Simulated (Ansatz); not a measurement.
# AlN: a single-point run

Wanted: a converged single-point run for AlN, and a check of what comes out. The structure is shown as the input types it.

Computed with Ansatz 0.2.0 (density functional or hybrid calculation with the settings of its input, plane waves (as first typed), unless a step's input says otherwise).

2 further runs of the same task are left out: 2 that didn't finish.

**1. The starting structure**

It takes space group F-43m (No. 216, cubic). Conventional cell: a = 4.370 Å, b = 4.370 Å, c = 4.370 Å, α = 90.00°, β = 90.00°, γ = 90.00°. Around Al (site symmetry -43m) lie 4 N at 1.89 Å. Around N (site symmetry -43m) lie 4 Al at 1.89 Å.

The input asks for a charge of +2 e on the cell.

As a file:

```
Al N
1.0
     0.00000    2.18488    2.18488
     2.18488    0.00000    2.18488
     2.18488    2.18488    0.00000
Al N
1 1
Direct
  0.00000 0.00000 0.00000
  0.25000 0.25000 0.25000
```

**2. The run**

Input file input.yaml:

```yaml
crystal:
  lattice:
    - [0.0, 2.1848764127, 2.1848764127]
    - [2.1848764127, 0.0, 2.1848764127]
    - [2.1848764127, 2.1848764127, 0.0]
  atoms:
    - { symbol: Al, position: [0.0, 0.0, 0.0] }
    - { symbol: "N", position: [0.25, 0.25, 0.25] }
kpoints:
  mp_grid: { grid: [8, 8, 8] }
hamiltonian:
  xc: r2scan
scf:
  occupations: { method: fixed }
  n_extra_bands: 4
  max_iter: 96
output:
  forces: true
  stress: true
  eigenvalues: true
total_charge: 2
```

The run is started by

```bash
> ansatz run input.yaml --threads 4 --pin off --max-ram 3686MiB --backend cpu --events-out ev --progress --plain --runs-dir out
```

Q: Will this input give a usable result? If not, why, and what should change?

This run ends as converged, with warnings (band overlap at count, metallic iterate, unresolved pair at count). It gives a pressure of 116 GPa, which is large; a structure far from rest gives such values too, whatever the setting.

The suspect setting: total_charge is 2. The net charge is not the one intended, so the run treats another number of electrons.

To check: delete total_charge (the default then holds).
